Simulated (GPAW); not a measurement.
The system is MoS2.

```
Mo S
1.0
     3.16100    0.00000    0.00000
    -1.58050    2.73751    0.00000
     0.00000    0.00000   12.29500
Mo S
2 4
Direct
  0.33333 0.66667 0.25000
  0.66667 0.33333 0.75000
  0.33333 0.66667 0.62750
  0.66667 0.33333 0.12750
  0.33333 0.66667 0.87250
  0.66667 0.33333 0.37250
```

Base run:

```yaml
Program: GPAW 26.7.0
Functional: GLLB-SC
Potentials_or_basis: the program's PAW data sets (release 1.2.1) made for this functional
Cutoff: 600 eV
Basis: pw
k_mesh: 6 × 6 × 2
Occupations: fermi-dirac, width 0.05 eV
Spin: no spin polarisation
```

Its results: band gap on the k mesh, kohn-sham part alone 0.79 eV, indirect (least direct gap 1.56 eV).

Q: The run is repeated on the same cell with these changes: functional from GLLB-SC to TB-mBJ; potentials or basis from the program's PAW data sets (release 1.2.1) made for this functional to GPAW PAW data sets for LDA (gpaw-data 1.2.1). What comes out?

A: Band gap on the k mesh 0.86 eV, indirect (least direct gap 1.63 eV).

Caveats: a model potential gives levels but no total energy.

A k mesh can miss the band edges.

Not every run made on this cell is shown here.
